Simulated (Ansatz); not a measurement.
# CoB2W2: further runs on the relaxed cell

The task here is to estimate one member of a computed series from the others.

Program: Ansatz 0.2.0. Level of theory: DFT PBEsol, scalar-relativistic, plane waves, PAW. These are calculated values, not measurements.

### The system as given

The structure is orthorhombic, space group Immm (No. 71). Conventional cell: a = 3.162 Å, b = 4.526 Å, c = 7.047 Å, α = 90.00°, β = 90.00°, γ = 90.00°. Co (site symmetry mmm) has 4 B at 2.06 Å in its first shell of neighbours. B (site symmetry m2m) has 1 B at 1.88 Å and 2 Co at 2.06 Å and 6 W at 2.32 to 2.49 Å in its first shell of neighbours. Around W (site symmetry mm2) lie 6 B at 2.32 to 2.49 Å and 4 Co at 2.63 to 2.67 Å.

Structure file:

```
Co B W
1.0
    -1.58095    2.26305    3.52348
     1.58095   -2.26305    3.52348
     1.58095    2.26305   -3.52348
Co B W
1 2 2
Direct
  0.00000 0.00000 0.00000
  0.70716 0.50000 0.20716
  0.29284 0.50000 0.79284
  0.29884 0.79884 0.50000
  0.70116 0.20116 0.50000
```

It is the result of an earlier relaxation at this level (volume 10.08 Å³/atom; gap on the mesh: none (metal)).

Set-up of the first run:

The input, input.yaml:

```yaml
crystal:
  lattice:
    - [-1.5649815517, 2.2401888192, 3.4878888537]
    - [1.5649815517, -2.2401888192, 3.4878888537]
    - [1.5649815517, 2.2401888192, -3.4878888537]
  atoms:
    - { symbol: Co, position: [0.0, 0.0, 0.0] }
    - { symbol: B, position: [0.7071552706, 0.5, 0.2071552706] }
    - { symbol: B, position: [0.2928447294, 0.5, 0.7928447294] }
    - { symbol: W, position: [0.2988421348, 0.7988421348, 0.5] }
    - { symbol: W, position: [0.7011578652, 0.2011578652, 0.5] }
basis:
  ecutwfc: 420
kpoints:
  mp_grid: { grid: [14, 14, 14] }
hamiltonian:
  xc: pbesol
scf:
  occupations: { method: gaussian, width: 0.1 }
output:
  forces: true
  stress: true
  eigenvalues: true
relax:
  adjacent_minimum: "off"
  f_tol: 0.01
  max_steps: 30
  cell: { stress_tol: 0.1, fix: [volume] }
```

Started as:

```
$ ansatz run input.yaml --threads 1 --pin off --max-ram 2560MiB --backend cpu --events-out ev --progress --plain --runs-dir out
```

Among the steps run: The cell scaled to 0.97 of its volume; The cell scaled to 1.03 of its volume; Point at V/V0 = 0.94; The cell scaled to 1.06 of its volume; Volume × 0.91; The cell scaled to 1.10 of its volume; Point at V/V0 = 0.88.

One of the session's tables, all rows but one given; the rest of the session is left out.

It belongs to the step «Equation of state». 

| volume (Å³/atom) | energy above the lowest point (meV/atom) | pressure (GPa) |
| --- | --- | --- |
| 8.875 | 202.7 | 60.07 |
| 9.177 | 107.6 | 41.29 |
| 9.480 | ? | ? |
| 9.782 | 10.7 | 11.63 |
| 10.085 | 0.0 | -0.01 |
| 10.388 | 9.7 | -9.94 |
| 10.690 | 36.7 | -18.39 |
| 11.093 | 95.1 | -27.70 |

Estimate the missing values for volume (Å³/atom) = 9.480.

Worked estimate for «energy above the lowest point (meV/atom)». A straight line through the neighbours (9.177, 107.6) and (9.782, 10.7) gives 107.6 + (10.7 − 107.6) × (9.480 − 9.177) / (9.782 − 9.177) = 59.1; a parabola fitted to 4 rows on both sides gives 45.0.

The run gave: energy above the lowest point (meV/atom): 45.1; pressure (GPa): 25.28. In «energy above the lowest point (meV/atom)» the line misses by +14.0 and the parabola by -0.1.

Limits of these values: Spin polarisation is off in the runs that give these values; a magnetic solution could lie lower.
